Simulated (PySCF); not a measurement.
# C₄H₄F₂O: electronic excitations and core binding energies

Aim: predict the electronic excitations and core binding energies of C₄H₄F₂O (`C/C(F)=C/C(=O)F`).

The runs use PySCF 2.14.0, with density-fitted response routines of our own; the level of theory stands in each step. All values are computed, except where a source is named. Atoms are numbered from 0 throughout.

### 1 The starting structure

11 atoms, charge 0, multiplicity 1; geometry from: GFN2-xTB.

Bonds of the start (Å): C0–C1 1.48, C1–F2 1.33, C1–C3 1.34, C3–C4 1.45, C4–O5 1.18, C4–F6 1.37, C0–H7 1.09, C0–H8 1.08, C0–H9 1.09, C3–H10 1.08.

### 2 TDDFT and polarisability: wB97X-D/def2-SVPD

The job: settings as JSON, then the geometry in Å.

```
{"job": {"kind": "uv", "xc": "wB97X-D", "basis": "def2-SVPD", "nstates": 8, "ntriplets": 3}, "charge": 0, "multiplicity": 1}
C     -1.771793     0.004031    -0.226956
C     -0.400241     0.142982     0.317700
F     -0.379589     0.614852     1.563780
C      0.741933    -0.154135    -0.314737
C      2.059055     0.004012     0.278181
O      2.398696     0.392847     1.341154
F      3.018017    -0.392615    -0.623189
H     -2.268866     0.974113    -0.209413
H     -1.752816    -0.379325    -1.241115
H     -2.349066    -0.666802     0.409807
H      0.710094    -0.537289    -1.321177
```

With the program's defaults for keys left out, this is: TDDFT wB97X-D/def2-SVPD, vertical, gas phase, core orbitals frozen in the response.

The run is started by

```sh
OMP_NUM_THREADS=1 python probes_run.py task.json out
```

One launch serves the whole session: the jobs run in the order shown.

Log:

```text
coarse grid: 10088 points
cycle   1  E = -429.0295548757  dE =  1.255e+00  |g| = 1.015e+00  |ddm| = 4.652e+00
cycle   2  E = -428.8568306632  dE =  1.727e-01  |g| = 1.470e+00  |ddm| = 2.918e+00
cycle   3  E = -429.2354657019  dE = -3.786e-01  |g| = 1.572e-01  |ddm| = 1.778e+00
cycle   4  E = -429.2393545152  dE = -3.889e-03  |g| = 6.837e-02  |ddm| = 2.288e-01
cycle   5  E = -429.2402191988  dE = -8.647e-04  |g| = 1.281e-02  |ddm| = 7.314e-02
cycle   6  E = -429.2402651159  dE = -4.592e-05  |g| = 5.628e-03  |ddm| = 3.249e-02
cycle   7  E = -429.2402746700  dE = -9.554e-06  |g| = 1.518e-03  |ddm| = 1.405e-02
final grid: 100736 points
cycle   8  E = -429.3040877767  dE = -1.180e-04  |g| = 8.995e-03  |ddm| = 1.836e-01
cycle   9  E = -429.3040843184  dE =  3.458e-06  |g| = 1.078e-02  |ddm| = 2.635e-02
cycle  10  E = -429.3041027915  dE = -1.847e-05  |g| = 9.392e-04  |ddm| = 8.049e-03
cycle  11  E = -429.3041029381  dE = -1.466e-07  |g| = 6.554e-04  |ddm| = 2.442e-03
cycle  12  E = -429.3041030251  dE = -8.701e-08  |g| = 1.816e-04  |ddm| = 1.098e-03
cycle  13  E = -429.3041030333  dE = -8.116e-09  |g| = 3.964e-05  |ddm| = 3.795e-04
cycle  14  E = -429.3041030341  dE = -8.019e-10  |g| = 1.651e-05  |ddm| = 1.662e-04
converged SCF energy = -429.3041030341

Static polarisability (au): isotropic 55.037, principal 37.381 52.589 75.140

Singlet excitations
state   eV       nm        f      main configurations
  1   5.3203    233.0   0.00000   H-1->L 0.94
  2   6.2024    199.9   0.45988   H->L 0.97
  3   7.7974    159.0   0.00051   H-3->L 0.92
  4   7.8403    158.1   0.01486   H->L+1 0.85
  5   8.3993    147.6   0.03767   H-2->L 0.90
  6   8.4351    147.0   0.00138   H-4->L 0.87
  7   9.0196    137.5   0.02492   H-1->L+1 0.61, H-1->L+2 0.33
  8   9.0237    137.4   0.00132   H->L+3 0.60, H->L+4 0.11

Triplet excitations (Tamm-Dancoff, eV): 3.8691 4.8994 6.4529
```

It took 27 s on 1 thread of Intel Xeon Platinum 8488C, shared host; peak memory 0.74 GiB.

Frontier orbitals and where they lie:

```tsv
orbital	eV	atoms
HOMO−3	-13.25	F6 31 %, F2 23 %, C1 13 %
HOMO−2	-12.91	O5 40 %, F6 39 %, C4 16 %
HOMO−1	-10.92	O5 68 %, F6 12 %, C4 9 %
HOMO	-10.28	C3 36 %, C1 24 %, O5 11 %
LUMO	-0.10	C1 27 %, C4 20 %, O5 16 %
LUMO+1	1.94	C0 28 %, C3 14 %, C1 14 %
LUMO+2	2.90	C4 26 %, C0 13 %, C3 10 %
```

With each of the 8 states as a Gaussian band of 0.4 eV half-width at 1/e, the curve within the window shown has maxima at 200 nm (ε 19,000), 147 nm (ε 1,800) L/(mol cm). Beyond the last state computed it falls off for lack of states. The curve at chosen wavelengths:

```
 nm  ε (L/mol/cm)
133           604
138          1241
143          1505
148          1758
154          1212
159           781
164           404
169           137
174           116
179           701
185          3897
190          9667
195         15978
200         18620
205         16064
210         10699
216          4911
221          2088
226           757
231           240
236            67
241            17
247             3
252             1
257             0
262             0
```

Ground-state properties from the same run:

```tsv
property	computed
dipole moment (D)	5.13
polarisability (Å³)	8.16
HOMO–LUMO gap (eV)	10.18
−ε(HOMO) (eV)	10.28
```

### 3 X-ray photoelectron lines: SCAN, X2C

The job, as its differences from that of step 2:

```diff
@@ -1,2 +1,2 @@
-{"job": {"kind": "uv", "xc": "wB97X-D", "basis": "def2-SVPD", "nstates": 8, "ntriplets": 3}, "charge": 0, "multiplicity": 1}
+{"job": {"kind": "xps"}, "charge": 0, "multiplicity": 1}
 C     -1.771793     0.004031    -0.226956
```

With the program's defaults for keys left out, this is: delta-SCF UKS SCAN, pcX-2 on the ionised atom, pcseg-1 elsewhere, spin-free X2C.

Log:

```text
ground state, core basis on atom 0 (C), 149 functions
  cycle   1  E = -429.64261785  |g| = 9.17e-01
  cycle   2  E = -428.97542989  |g| = 2.00e+00
  cycle   3  E = -429.76714008  |g| = 4.40e-01
  cycle   4  E = -429.80327368  |g| = 1.09e-01
  cycle   5  E = -429.80472655  |g| = 5.41e-02
  cycle   6  E = -429.80537399  |g| = 9.43e-03
  cycle   7  E = -429.80538480  |g| = 6.60e-03
  cycle   8  E = -429.80539704  |g| = 1.95e-03
  cycle   9  E = -429.80539875  |g| = 2.98e-04
  E(ground) = -429.80850049 Eh
hole in C 1s of atom 0
  cycle   1  E = -418.51978585  |g| = 1.50e+00
  cycle   2  E = -417.47488631  |g| = 2.00e+00
  cycle   3  E = -418.87069826  |g| = 6.21e-01
  cycle   4  E = -418.94413274  |g| = 5.25e-01
  cycle   5  E = -419.05989512  |g| = 1.77e-01
  cycle   6  E = -419.06880959  |g| = 8.67e-02
  cycle   7  E = -419.07159771  |g| = 2.62e-02
  cycle   8  E = -419.07185577  |g| = 1.34e-02
  cycle   9  E = -419.07193284  |g| = 3.77e-03
  cycle  10  E = -419.07194606  |g| = 1.77e-03
  cycle  11  E = -419.07195332  |g| = 1.68e-03
  cycle  12  E = -419.07195746  |g| = 1.02e-03
  cycle  13  E = -419.07196451  |g| = 7.08e-04
  cycle  14  E = -419.07196802  |g| = 4.47e-04
  E(ion) = -419.07462936 Eh   <S^2> = 0.7682   hole on atom = 1.000   binding energy = 292.084 eV
ground state, core basis on atom 1 (C), 149 functions
  cycle   1  E = -429.81185155  |g| = 5.98e-02
  cycle   2  E = -429.81178400  |g| = 2.78e-02
  cycle   3  E = -429.81173701  |g| = 3.32e-02
  cycle   4  E = -429.81194664  |g| = 1.07e-02
  cycle   5  E = -429.81196730  |g| = 2.34e-03
  cycle   6  E = -429.81197016  |g| = 4.05e-04
  E(ground) = -429.81572218 Eh
hole in C 1s of atom 1
  cycle   1  E = -418.42731747  |g| = 1.51e+00
  cycle   2  E = -412.94554483  |g| = 3.27e+00
  cycle   3  E = -417.73080027  |g| = 1.62e+00
  cycle   4  E = -418.90830345  |g| = 5.04e-01
  cycle   5  E = -418.86648325  |g| = 5.83e-01
  cycle   6  E = -418.97997425  |g| = 2.25e-01
  cycle   7  E = -419.00001984  |g| = 6.49e-02
  cycle   8  E = -419.00140714  |g| = 3.06e-02
  cycle   9  E = -419.00198167  |g| = 1.07e-02
  cycle  10  E = -419.00222232  |g| = 9.28e-03
  cycle  11  E = -419.00242142  |g| = 5.27e-03
  cycle  12  E = -419.00247647  |g| = 2.52e-03
  cycle  13  E = -419.00248356  |g| = 1.40e-03
  cycle  14  E = -419.00248635  |g| = 6.69e-04
  cycle  15  E = -419.00248714  |g| = 3.25e-04
  E(ion) = -419.00623342 Eh   <S^2> = 0.8753   hole on atom = 1.000   binding energy = 294.141 eV
ground state, core basis on atom 2 (F), 149 functions
  cycle   1  E = -429.85064989  |g| = 1.20e-01
  cycle   2  E = -429.84939071  |g| = 9.49e-02
  cycle   3  E = -429.84971145  |g| = 8.19e-02
  cycle   4  E = -429.85096022  |g| = 1.29e-02
  cycle   5  E = -429.85099845  |g| = 1.47e-03
  cycle   6  E = -429.85099868  |g| = 9.36e-04
  cycle   7  E = -429.85099775  |g| = 2.45e-04
  E(ground) = -429.85585144 Eh
hole in F 1s of atom 2
  cycle   1  E = -403.44802949  |g| = 2.58e+00
  cycle   2  E = -402.27807673  |g| = 2.61e+00
  cycle   3  E = -403.60502710  |g| = 1.12e+00
  cycle   4  E = -404.18815533  |g| = 5.91e-01
  cycle   5  E = -404.31073093  |g| = 3.05e-01
  cycle   6  E = -404.33808670  |g| = 1.54e-01
  cycle   7  E = -404.34699695  |g| = 2.88e-02
  cycle   8  E = -404.34735663  |g| = 1.26e-02
  cycle   9  E = -404.34742490  |g| = 5.61e-03
  cycle  10  E = -404.34744202  |g| = 1.99e-03
  cycle  11  E = -404.34745070  |g| = 1.63e-03
  cycle  12  E = -404.34746171  |g| = 1.50e-03
  cycle  13  E = -404.34748924  |g| = 1.19e-03
  cycle  14  E = -404.34751383  |g| = 7.33e-04
  cycle  15  E = -404.34751269  |g| = 4.13e-04
  E(ion) = -404.35908870 Eh   <S^2> = 0.7657   hole on atom = 1.000   binding energy = 693.802 eV
ground state, core basis on atom 3 (C), 149 functions
  cycle   1  E = -429.80675668  |g| = 9.96e-02
  cycle   2  E = -429.80436094  |g| = 1.47e-01
  cycle   3  E = -429.80770143  |g| = 2.27e-02
  cycle   4  E = -429.80774887  |g| = 1.43e-02
  cycle   5  E = -429.80779777  |g| = 3.53e-03
  cycle   6  E = -429.80780061  |g| = 7.76e-04
  cycle   7  E = -429.80779958  |g| = 3.21e-04
  E(ground) = -429.81154389 Eh
hole in C 1s of atom 3
  cycle   1  E = -418.52645974  |g| = 1.52e+00
  cycle   2  E = -417.47961289  |g| = 2.10e+00
  cycle   3  E = -418.91482026  |g| = 6.85e-01
  cycle   4  E = -418.99529092  |g| = 5.15e-01
  cycle   5  E = -419.08357470  |g| = 1.87e-01
  cycle   6  E = -419.09519819  |g| = 6.24e-02
  cycle   7  E = -419.09647819  |g| = 1.54e-02
  cycle   8  E = -419.09658408  |g| = 7.07e-03
  cycle   9  E = -419.09661032  |g| = 3.61e-03
  cycle  10  E = -419.09661798  |g| = 1.76e-03
  cycle  11  E = -419.09661987  |g| = 1.05e-03
  cycle  12  E = -419.09662091  |g| = 3.48e-04
  E(ion) = -419.10061893 Eh   <S^2> = 0.7752   hole on atom = 1.000   binding energy = 291.459 eV
ground state, core basis on atom 4 (C), 149 functions
  cycle   1  E = -429.81459830  |g| = 6.07e-02
  cycle   2  E = -429.81415929  |g| = 4.74e-02
  cycle   3  E = -429.81419050  |g| = 4.58e-02
  cycle   4  E = -429.81473109  |g| = 4.24e-03
  cycle   5  E = -429.81473405  |g| = 1.94e-03
  cycle   6  E = -429.81473350  |g| = 5.23e-04
  cycle   7  E = -429.81473293  |g| = 1.35e-04
  E(ground) = -429.81793086 Eh
hole in C 1s of atom 4
  cycle   1  E = -418.41122741  |g| = 1.50e+00
  cycle   2  E = -416.31311490  |g| = 2.50e+00
  cycle   3  E = -418.74536447  |g| = 5.84e-01
  cycle   4  E = -418.56717818  |g| = 8.32e-01
  cycle   5  E = -418.92150016  |g| = 2.74e-01
  cycle   6  E = -418.94917709  |g| = 1.21e-01
  cycle   7  E = -418.95359948  |g| = 7.12e-02
  cycle   8  E = -418.95555279  |g| = 1.24e-02
  cycle   9  E = -418.95561701  |g| = 6.72e-03
  cycle  10  E = -418.95563863  |g| = 3.13e-03
  cycle  11  E = -418.95564382  |g| = 1.82e-03
  cycle  12  E = -418.95564617  |g| = 7.70e-04
  cycle  13  E = -418.95564648  |g| = 3.92e-04
  E(ion) = -418.95891983 Eh   <S^2> = 0.7823   hole on atom = 1.000   binding energy = 295.489 eV
ground state, core basis on atom 5 (O), 149 functions
  cycle   1  E = -429.83433156  |g| = 9.98e-02
  cycle   2  E = -429.83240319  |g| = 1.10e-01
  cycle   3  E = -429.83347683  |g| = 8.03e-02
  cycle   4  E = -429.83465232  |g| = 7.94e-03
  cycle   5  E = -429.83466517  |g| = 1.43e-03
  cycle   6  E = -429.83466508  |g| = 5.11e-04
  cycle   7  E = -429.83466494  |g| = 1.06e-04
  E(ground) = -429.83495784 Eh
hole in O 1s of atom 5
  cycle   1  E = -409.22394512  |g| = 2.22e+00
  cycle   2  E = -408.49523553  |g| = 2.30e+00
  cycle   3  E = -409.86356218  |g| = 6.29e-01
  cycle   4  E = -409.90093420  |g| = 5.44e-01
  cycle   5  E = -410.04724615  |g| = 1.09e-01
  cycle   6  E = -410.05073235  |g| = 8.21e-02
  cycle   7  E = -410.05366636  |g| = 1.81e-02
  cycle   8  E = -410.05379028  |g| = 6.18e-03
  cycle   9  E = -410.05380404  |g| = 2.79e-03
  cycle  10  E = -410.05380826  |g| = 5.31e-04
  cycle  11  E = -410.05380920  |g| = 2.10e-04
  E(ion) = -410.05630292 Eh   <S^2> = 0.7649   hole on atom = 1.000   binding energy = 538.205 eV
ground state, core basis on atom 6 (F), 149 functions
  cycle   1  E = -429.84851641  |g| = 1.46e-01
  cycle   2  E = -429.83908370  |g| = 2.42e-01
  cycle   3  E = -429.84921688  |g| = 6.90e-02
  cycle   4  E = -429.85010649  |g| = 7.56e-03
  cycle   5  E = -429.85011702  |g| = 1.98e-03
  cycle   6  E = -429.85011807  |g| = 6.70e-04
  cycle   7  E = -429.85011681  |g| = 2.94e-04
  E(ground) = -429.85522487 Eh
hole in F 1s of atom 6
  cycle   1  E = -403.48446023  |g| = 2.59e+00
  cycle   2  E = -402.98070516  |g| = 2.40e+00
  cycle   3  E = -403.95720429  |g| = 1.01e+00
  cycle   4  E = -404.18145788  |g| = 7.32e-01
  cycle   5  E = -404.36680301  |g| = 1.85e-01
  cycle   6  E = -404.38041596  |g| = 1.11e-01
  cycle   7  E = -404.38693849  |g| = 3.12e-02
  cycle   8  E = -404.38742159  |g| = 7.60e-03
  cycle   9  E = -404.38744482  |g| = 4.12e-03
  cycle  10  E = -404.38745032  |g| = 1.10e-03
  cycle  11  E = -404.38745018  |g| = 3.23e-04
  E(ion) = -404.39916589 Eh   <S^2> = 0.7578   hole on atom = 1.000   binding energy = 692.695 eV
```

It took 80 s on 1 thread of Intel Xeon Platinum 8488C, shared host; peak memory 0.59 GiB.

Binding energies by hole, beside the orbital energy of the ground state; the difference holds orbital relaxation and, for a density functional, its self-interaction error:

```tsv
hole	stands for	environment	ΔSCF (eV)	−ε (eV)	⟨S²⟩
C1s on C0	C0	allylic methyl carbon	292.08	274.7	0.768
C1s on C1	C1	β carbon of a C=C–C=O unit	294.14 (doubtful)	277.4	0.875
F1s on F2	F2	vinylic fluorine	693.80	668.1	0.766
C1s on C3	C3	α carbon of a C=C–C=O unit	291.46	274.6	0.775
C1s on C4	C4	carbonyl carbon	295.49	277.9	0.782
O1s on O5	O5	carbonyl oxygen	538.20	516.8	0.765
F1s on F6	F6	fluorine bonded to C	692.69	667.0	0.758
```

Doubtful: the ion did not converge, its hole moved, or its ⟨S²⟩ is well above 0.75.

### 4 Results

```
                                                    quantity                               value
                          lowest singlet (wB97X-D/def2-SVPD)         5.32 eV (233 nm), f = 0.000
                    brightest single state of those computed         state 2, 6.20 eV, f = 0.460
                                              lowest triplet                             3.87 eV
C1s binding energies, SCAN/pcX-2 (standing for 3 of 4 atoms)  C4 295.49, C0 292.08, C3 291.46 eV
                            F1s binding energies, SCAN/pcX-2             F2 693.80, F6 692.69 eV
                            O1s binding energies, SCAN/pcX-2                        O5 538.20 eV
```

In words: The lowest singlet, at 5.32 eV, is HOMO−1→LUMO 0.94 and is dark; of the 8 states computed, the strongest absorption comes from state 2 at 6.20 eV. The lowest triplet lies 1.45 eV below the lowest singlet (triplets in Tamm-Dancoff, singlets in full TDDFT). The C1s levels kept as sound span 4.03 eV, from C3 (α carbon of a C=C–C=O unit) up to C4 (carbonyl carbon). Only 3 of the 4 C atoms are covered by sound results. F2 (vinylic fluorine) binds its F1s electron 1.11 eV more tightly than F6 (fluorine bonded to C).
